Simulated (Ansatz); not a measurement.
# C₂H₅BOS: up Jacob's ladder to CCSD(T)

How much do the methods differ for C₂H₅BOS? The plan is to run it at one geometry with functionals of several rungs and with coupled cluster, and see how far each lands from CCSD(T) at the basis-set limit for the atomisation energy.

Method: functionals in def2-TZVPP, the program's frozen cores in correlated methods; program: Ansatz 0.2.0, Gaussian basis.

Levels to be run: PBE-D4, r2SCAN-D4, PBE0-D4, B3LYP-D4, ωB97X-V, ωB97M-V, B2PLYP; CCSD(T)/def2-TZVPP; MP2/def2-QZVPP; extrapolation to the limit.

## Step 1: The geometry

An earlier PBE0-D4 in a triple-zeta def2 set relaxation fixed the geometry.

10 atoms, charge 0, spin multiplicity 1.

Atoms are counted from 1 here; the program's logs count them from 0.

Bond lengths: B1–C2 1.551 Å, B1–H6 1.202 Å, B1–H7 1.193 Å, C2–C3 1.502 Å, C2–H8 1.089 Å, C2–H9 1.112 Å, C3–O4 1.332 Å, C3–S5 1.620 Å, O4–H10 0.968 Å. Angles: C2–B1–H6 121.2°, C2–B1–H7 120.4°, H6–B1–H7 118.2°, B1–C2–C3 119.1°, B1–C2–H8 114.8°, B1–C2–H9 99.1°, C3–C2–H8 110.2°, C3–C2–H9 106.7°, H8–C2–H9 105.0°, C2–C3–O4 115.4°, C2–C3–S5 123.6°, O4–C3–S5 121.1°, C3–O4–H10 109.7°.

As a file:

```
atom    x (Å)    y (Å)    z (Å)
  B1  -0.2955   0.2552   1.3433
  C2  -0.5840   0.2639  -0.1801
  C3   0.5375  -0.0219  -1.1371
  O4   1.3702  -0.9938  -0.7667
  S5   0.7438   0.7674  -2.5369
  H6   0.6138  -0.3837   1.8021
  H7  -1.0265   0.8172   2.0996
  H8  -1.1680   1.1139  -0.5291
  H9  -1.2783  -0.6037  -0.2328
 H10   1.1702  -1.2657   0.1406
```

## Step 2: PBE-D4 (GGA)

The input, in.yaml:

```yaml
crystal:
  periodic: [false, false, false]
  atoms:
    - {symbol: B, position_ang: [-0.295466, 0.255242, 1.343325]}
    - {symbol: C, position_ang: [-0.584045, 0.263912, -0.180148]}
    - {symbol: C, position_ang: [0.537545, -0.021864, -1.137053]}
    - {symbol: O, position_ang: [1.370190, -0.993828, -0.766663]}
    - {symbol: S, position_ang: [0.743776, 0.767402, -2.536860]}
    - {symbol: H, position_ang: [0.613750, -0.383699, 1.802085]}
    - {symbol: H, position_ang: [-1.026535, 0.817163, 2.099603]}
    - {symbol: H, position_ang: [-1.167984, 1.113865, -0.529116]}
    - {symbol: H, position_ang: [-1.278277, -0.603743, -0.232786]}
    - {symbol: H, position_ang: [1.170246, -1.265750, 0.140613]}
basis:
  gaussian: {orbitals: def2-TZVPP}
hamiltonian: {xc: pbe, dispersion: d4}
output: {forces: true, orbitals: {seedname: orbitals}}
```

Launch:

```
ansatz run in.yaml --threads 4 --pin off --events-out ev --progress --plain --max-ram 10444MiB
```

The runs that follow: r2SCAN-D4 (meta-GGA); PBE0-D4 (hybrid); B3LYP-D4 (hybrid); ωB97X-V (range-separated); ωB97M-V (range-separated); B2PLYP (double hybrid); CCSD(T) in def2-TZVPP; MP2 in def2-QZVPP.

**Question.** What will the summary of the whole plan be? Wanted: atomisation energy, CCSD(T)/CBS; farthest; mean size of error, hybrid; mean size of error, range-separated; gap, smallest and largest; T1 diagnostic; triples share of the correlation energy.

As calculated:

| quantity | value |
| --- | --- |
| atomisation energy, CCSD(T)/CBS | 906.8 kcal/mol |
| functionals within 4.5 kcal/mol (0.5 %) | B3LYP-D4 |
| farthest | PBE-D4 (+32.8 kcal/mol) |
| mean size of error, hybrid | 7.5 kcal/mol |
| mean size of error, range-separated | 6.8 kcal/mol |
| gap, smallest and largest | 2.16 eV (PBE-D4), 8.85 eV (ωB97X-V) |
| T1 diagnostic | 0.0162 |
| triples share of the correlation energy | 4.4 % |

**Reading.** PBE-D4 misses by +32.8 kcal/mol. Double hybrids carry the basis error of their MP2 part in triple zeta, and no dispersion term here, so their miss is partly the set-up's. The reference freezes the cores and leaves out relativity and excitations past (T), so misses under about 4.5 kcal/mol can't be ranked. Hartree-Fock recovers 72 % of the binding; the rest is correlation. Orbital gaps span 2.2 to 8.8 eV; exact exchange widens them.
